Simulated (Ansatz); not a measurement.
# TaF: the cost of one run

Method: DFT PBE, scalar-relativistic, plane waves, PAW, in Ansatz 0.2.0.

3 further runs of the same task are left out: 3 set aside as unsound or not needed.

## (1) The starting structure

Symmetry: Pm-3m, No. 221, cubic system. Conventional cell: a = 3.037 Å, b = 3.037 Å, c = 3.037 Å, α = 90.00°, β = 90.00°, γ = 90.00°. Ta (site symmetry m-3m) has 8 F at 2.63 Å as nearest neighbours. F (site symmetry m-3m) has 8 Ta at 2.63 Å as nearest neighbours.

Coordinates:

```cif
data_structure
_symmetry_space_group_name_H-M 'Pm-3m'
_symmetry_Int_Tables_number 221
_cell_length_a 3.0374
_cell_length_b 3.0374
_cell_length_c 3.0374
_cell_angle_alpha 90.000
_cell_angle_beta 90.000
_cell_angle_gamma 90.000
_cell_volume 28.02
loop_
_atom_site_label
_atom_site_type_symbol
_atom_site_symmetry_multiplicity
_atom_site_Wyckoff_symbol
_atom_site_fract_x
_atom_site_fract_y
_atom_site_fract_z
_atom_site_occupancy
Ta1 Ta 1 a 0.00000 0.00000 0.00000 1
F1 F 1 b 0.50000 0.50000 0.50000 1
```

This is candidate A: caesium chloride type (Pm-3m, No. 221).

(A quick probe on a coarse mesh, which set the mesh and smearing, is not shown.)

## (3) The relaxation (candidate A)

The input, input.yaml:

```yaml
crystal:
  lattice:
    - [3.0373546484, 0.0, 0.0]
    - [0.0, 3.0373546484, 0.0]
    - [0.0, 0.0, 3.0373546484]
  atoms:
    - { symbol: Ta, position: [0.0, 0.0, 0.0] }
    - { symbol: F, position: [0.5, 0.5, 0.5] }
basis:
  ecutwfc: 420
kpoints:
  mp_grid: { grid: [18, 18, 18] }
hamiltonian:
  xc: pbe
scf:
  occupations: { method: gaussian, width: 0.1 }
output:
  forces: true
  stress: true
  eigenvalues: true
relax:
  adjacent_minimum: "off"
  f_tol: 0.01
  max_steps: 80
  cell: { stress_tol: 0.05 }
```

The run is started by

```sh
> ansatz run input.yaml --threads 1 --pin off --max-ram 2560MiB --backend cpu --events-out ev --progress --plain --runs-dir out
```

What time and memory should one allow on 1 thread of Arm Neoverse V2, shared host?

About 19 s, with a peak of 0.37 GiB.
